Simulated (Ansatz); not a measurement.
Cu, space group P6_3/mmc, an all-electron equation of state

Program: the Python package of Ansatz (0.2.0).

Typed at the interpreter:
```pycon
>>> import ansatz as az
>>> from ase.eos import EquationOfState
>>> from ase.units import GPa
>>> import numpy as np
>>> XC = "pbesol"
>>> OCCUPATIONS = "fermi_dirac"
>>> SMEARING_WIDTH = 0.1
>>> MESH = (13, 13, 7)
>>> vectors0 = np.array([
...     [2.5341, 0.0, 0.0],
...     [-1.26705, 2.19459, 0.0],
...     [0.0, 0.0, 4.11257],
... ])
>>> sites = [
...     ("Cu", [1 / 3, 2 / 3, 0.25]),
...     ("Cu", [2 / 3, 1 / 3, 0.75]),
... ]
>>> def on_lattice(cell):
...     crystal = az.Crystal(lattice=az.Lattice.of(cell))
...     for symbol, position in sites:
...         crystal = crystal.atom(symbol, position)
...     return crystal
...
>>> volumes, energies = [], []
>>> for scale in np.linspace(0.94, 1.06, 7):
...     cell = vectors0 * scale ** (1 / 3)
...     calculation = on_lattice(cell).calculation()
...     calculation = calculation.functional(XC)
...     calculation = calculation.occupations(OCCUPATIONS, width=SMEARING_WIDTH)
...     calculation = calculation.kpoints(*MESH).pseudopotentials("all_electron", lapw=True)
...     r = calculation.run(threads=1, pin="off").report
...     volumes.append(abs(np.linalg.det(cell)) / len(sites))
...     energies.append(r["free_energy_ev"] / len(sites))
...     print(f"{scale:.3f} {volumes[-1]:9.4f} A^3/atom {energies[-1]:16.5f} eV/atom  (estimated basis error {1000 * r['lapw_basis_errors']['total_ev_per_atom']:.2f} meV/atom)")
...
DeckWarning: crystal.lattice, of which some number shows no typed digit to judge by, misses the space group found at crystal.symmetry.tolerance 1.0e-5 by more than rounding, which is why this is a warning: the operation that it misses by the most changes a squared length by the fraction 3.93e-6, and from 1e-6 on that [...]
0.940   10.7495 A^3/atom     -44997.88156 eV/atom  (estimated basis error 0.05 meV/atom)
0.960   10.9782 A^3/atom     -44997.89241 eV/atom  (estimated basis error 0.05 meV/atom)
0.980   11.2069 A^3/atom     -44997.89747 eV/atom  (estimated basis error 0.05 meV/atom)
1.000   11.4356 A^3/atom     -44997.89740 eV/atom  (estimated basis error 0.05 meV/atom)
1.020   11.6644 A^3/atom     -44997.89278 eV/atom  (estimated basis error 0.04 meV/atom)
1.040   11.8931 A^3/atom     -44997.88414 eV/atom  (estimated basis error 0.04 meV/atom)
1.060   12.1218 A^3/atom     -44997.87196 eV/atom  (estimated basis error 0.04 meV/atom)
>>> v0, e0, bulk = EquationOfState(volumes, energies, eos="birchmurnaghan").fit()
>>> print(f"V0 = {v0:.4f} A^3/atom, B0 = {bulk / GPa:.1f} GPa")
V0 = 11.3167 A^3/atom, B0 = 167.5 GPa
```

A third-order Birch-Murnaghan fit through the 7 points has its minimum at 11.32 Å³ an atom, 1.0 % below the typed cell, with a bulk modulus of 167 GPa and dB/dP = 5.0. From that minimum the energy rises by 16.5 meV an atom on the compressed side and 26.1 meV on the expanded side.

Reading the output:
- All-electron totals depend on functional, relativistic treatment and basis; only differences at equal settings carry meaning.
- Shape and fractional positions are held along the curve, so the bulk modulus is an upper value where they are free to relax.
- The mesh is modest for a metal, so energies can be off by several to tens of meV an atom and pressures by half a GPa or more; differences at equal mesh fare better.
- This isn't the structure that Cu takes at ambient conditions.
- Warnings are shown shortened and without file and line.
- Processor time in the engine: 92 s on 1 thread of Intel(R) Xeon(R) Processor @ 2.30GHz (shared host), peak memory 0.58 GiB.
